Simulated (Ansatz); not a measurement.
# CrRh, space group P-6m2: a check of PAW against all-electron LAPW

Program: the Ansatz DFT code, driven from Python.

The script, `crrh.py`:
```python
# -*- coding: utf-8 -*-
"""PAW against all-electron LAPW for CrRh."""

import ansatz
from ase import Atoms
import numpy as np


def count_gap(report):
    # lowest empty less highest filled band, counting bands; zero where they overlap
    return max(report.get("gap_by_band_count_ev") or 0.0, 0.0)

atoms = Atoms(
    ["Cr", "Rh"],
    scaled_positions=[
        (2 / 3, 1 / 3, 0.5),
        (1 / 3, 2 / 3, 0.0),
    ],
    cell=[
        (2.672958, 0.0, 0.0),
        (-1.336479, 2.314849, 0.0),
        (0.0, 0.0, 4.219386),
    ],
    pbc=True,
)
atoms.set_initial_magnetic_moments([3.9, 0.0])
xtal = ansatz.Crystal.from_ase(atoms)

model = (
    xtal.calculation()
    .kpoints(spacing=0.2)
    .functional("lda")
    .occupations("Fermi-Dirac", width=0.15)
    .spin(ansatz.SpinTreatment.COLLINEAR)
    .stress()
    .forces()
    .band_table()
)
variants = {
    "PAW": model.pseudopotentials("paw"),
    "LAPW": model.pseudopotentials("all_electron", lapw=True),
}
# totals differ by the cores that each treatment holds, so compare what does not depend on them
rows = []
for label, variant in variants.items():
    data = variant.run(threads=1).report
    levels = np.array(data["eigenvalues_ev"][0]) - data["fermi_energy_ev"]
    print(label, "levels at the first k-point near E_F:", np.round(levels[np.abs(levels) < 5], 3))
    rows.append((label, data["n_electrons"], np.trace(data["stress_gpa"]) / 3, count_gap(data), data["magnetization_mub"]))
for row in rows:
    print("; ".join(f"{name} = {round(v, 4) if isinstance(v, float) else v}" for name, v in zip(["treatment", "electrons in bands", "P GPa", "gap by band count eV", "moment muB"], row)))
```

```console
$ python crrh.py
DeckWarning: basis.ecutwfc = 420 eV, auto-derived from the records' recommended cutoffs: set by Cr (normal level)
RunWarning: the starting moments were not kept: the SCF closed with an absolute magnetisation of 9.0e-7 μB, where they sum to 3.9 μB in size (1 site). That is at most 0.1 of that sum. Measured as [...]
PAW levels at the first k-point near E_F: [-2.823 -2.823 -1.261 -1.204 -1.204 -0.27  -0.27   0.993  1.388  1.388]
LAPW levels at the first k-point near E_F: [-2.824 -2.824 -1.26  -1.203 -1.203 -0.27  -0.27   0.992  1.39   1.39 ]
treatment = PAW; electrons in bands = 31.0; P GPa = -18.3686; gap by band count eV = 0.0; moment muB = -0.0
treatment = LAPW; electrons in bands = 47.0; P GPa = -18.3237; gap by band count eV = 0.0; moment muB = 0.0
```
(Warnings from the package without file and line, shortened, repeats left out.)

PAW gives -18.369 GPa and LAPW -18.324 GPa, 0.045 GPa apart. They took 23.7 and 208.4 s of processor time.

Reading the output:
- Absolute energies stand on the zero of these potentials, so only differences at equal settings mean something. A total without «per atom» is that of the whole cell that was run.
- The SCF didn't keep the moments it started from (some shrank, vanished or turned); what is printed is the state reached.
- A Fermi-Dirac width this large means warm electrons, whose thermal share enters the free energy.
- A gap by band count of zero or less means overlapping bands, a metal.
- At these settings the cell as given stands under about -18 GPa, so it isn't at this functional's equilibrium volume.
- The structure comes from a database of computed cells and needn't be a stable or known phase.
- Gaps and levels are Kohn-Sham values on a finite set of k-points, without spin-orbit coupling.
- Pressure is positive in compression; the treatments may keep other shells as core, so totals and counts of electrons can differ.
- The whole script took 3.9 min on 1 thread of Arm Neoverse V1 (shared host), peak memory 0.92 GiB.
